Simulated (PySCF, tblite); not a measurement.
**C₅H₆ClF₂O radical: geometry, infrared bands and EPR parameters**

Wanted: the infrared bands and EPR parameters of C₅H₆ClF₂O radical (`CO[C@H]1C[C]1C(F)(F)Cl`), by calculation.

Computed with tblite 0.8.0 and PySCF 2.14.0, with density-fitted response routines of our own, on a single molecule in the gas phase. Atoms are numbered from 0 throughout.

## Step 1: The starting structure

15 atoms, charge 0, multiplicity 2; geometry from: force field or distance geometry start.

Bonds of the start (Å): C0–O1 1.43, O1–C2 1.46, C2–C3 1.51, C3–C4 1.46, C4–C5 1.48, C5–F6 1.37, C5–F7 1.36, C5–Cl8 1.77, C4–C2 1.45, C0–H9 1.09, C0–H10 1.09, C0–H11 1.10, C2–H12 1.08, C3–H13 1.09, C3–H14 1.08.

## Step 2: Geometry optimisation with GFN2-xTB

What the job is given:

```
{"job": {"kind": "relax", "xc": "GFN2-xTB", "basis": "xTB"}, "charge": 0, "multiplicity": 2}
C     -2.147000     0.144100     1.149300
O     -1.738700     0.270300    -0.212400
C     -0.388100    -0.239200    -0.414000
C      0.268300     0.292600    -1.669900
C      0.772600     0.618300    -0.337000
C      2.077100     0.155900     0.176800
F      3.106800     0.777400    -0.470300
F      2.265000    -1.173200    -0.015500
Cl     2.197400     0.498900     1.914000
H     -2.160200    -0.904700     1.460400
H     -1.503500     0.727500     1.803400
H     -3.176800     0.535200     1.232900
H     -0.237900    -1.285600    -0.179400
H      0.863100    -0.399800    -2.260100
H     -0.202500     1.105400    -2.200100
```

The run is started by

```sh
$ OMP_NUM_THREADS=1 python probes_run.py task.json out
```

The driver reads the jobs from task.json and runs them one after another.

**Question.** This job is followed by: GFN2-xTB harmonic vibrations, gas phase; UKS B3LYP, pcH-1 on C Cl F H O, non-relativistic, mean-field spin-orbit, GIAO. Predict these results of the whole session: strongest single infrared mode (GFN2-xTB); zero-point energy (GFN2-xTB); g(iso) (B3LYP); ⟨S²⟩; largest a(iso) (averaged by class); potential on the surface of density 0.002 e/bohr³, 1st and 99th percentile.

The runs gave:

```
                                                                  quantity                 value
                                 strongest single infrared mode (GFN2-xTB)  728 cm⁻¹, 131 km/mol
                                              zero-point energy (GFN2-xTB)         62.6 kcal/mol
                                                            g(iso) (B3LYP)               2.00452
                                                                      ⟨S²⟩    0.754 (exact 0.75)
                                        largest a(iso) (averaged by class)  13C on C4, 211.3 MHz
potential on the surface of density 0.002 e/bohr³, 1st and 99th percentile    -1.15 V and 1.24 V
```

**Reading.** Over 173 steps the energy fell by 0.449 eV; of the close pairs, C5–Cl8 changed most, 1.775 to 1.870 Å. All 39 modes are real, so the xTB geometry is a minimum. The strongest single mode, at 728 cm⁻¹, is spread over several atoms, C5, F7, F6, C4 among them. GFN2-xTB is a fitted tight-binding method: band positions and strengths are rough. Its intensities can rank the bands wrongly. C4 carries the largest spin population, 0.84 e. The isotropic g lies 2.2 ppt above the free-electron value.
